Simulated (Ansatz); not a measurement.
# TbMo: the cost of one run

Program: Ansatz 0.2.0. Level of theory: DFT PBE, scalar-relativistic, plane waves, PAW; 4f electrons in the core of a trivalent norm-conserving potential. These are calculated values, not measurements.

**1. The structure to begin with**

The structure is cubic, space group Pm-3m (No. 221). Conventional cell: a = 3.616 Å, b = 3.616 Å, c = 3.616 Å, α = 90.00°, β = 90.00°, γ = 90.00°. Around Tb (site symmetry m-3m) lie 8 Mo at 3.13 Å. Mo (site symmetry m-3m) is surrounded by 8 Tb at 3.13 Å.

Structure file:

```
Tb Mo
1.0
     3.61578    0.00000    0.00000
     0.00000    3.61578    0.00000
     0.00000    0.00000    3.61578
Tb Mo
1 1
Direct
  0.50000 0.50000 0.50000
  0.00000 0.00000 0.00000
```

The cell is invented: species swapped into a database cell of PrIn (Pm-3m, No. 221), with Tb on the Pr sites and Mo on the In sites. The dimensions are guesses.

**2. The guess as it stands, on a coarse mesh**

The input, input.yaml:

```yaml
crystal:
  lattice:
    - [3.6157797, 0.0, 0.0]
    - [0.0, 3.6157797, 0.0]
    - [0.0, 0.0, 3.6157797]
  atoms:
    - { symbol: Tb, position: [0.5, 0.5, 0.5] }
    - { symbol: Mo, position: [0.0, 0.0, 0.0] }
basis:
  ecutwfc: 690
kpoints:
  mp_grid: { grid: [6, 6, 6] }
hamiltonian:
  xc: pbe
  pseudopotentials:
    kind: paw
    azcp: { Tb: "pseudopotentials/pbe/nc/lanthanide_3plus/Tb.nc.azcp" }
scf:
  occupations: { method: gaussian, width: 0.1 }
  lower_state_search: "off"
output:
  forces: true
  stress: true
  eigenvalues: true
```

Started as:

```bash
ansatz run input.yaml --threads 1 --pin off --max-ram 2560MiB --backend cpu --events-out ev --progress --plain --runs-dir out
```

What time and memory should one allow on 1 thread of Intel Xeon at 2.50GHz (Skylake/Cascade Lake), shared host?

About 3.7 s, with a peak of 0.33 GiB.
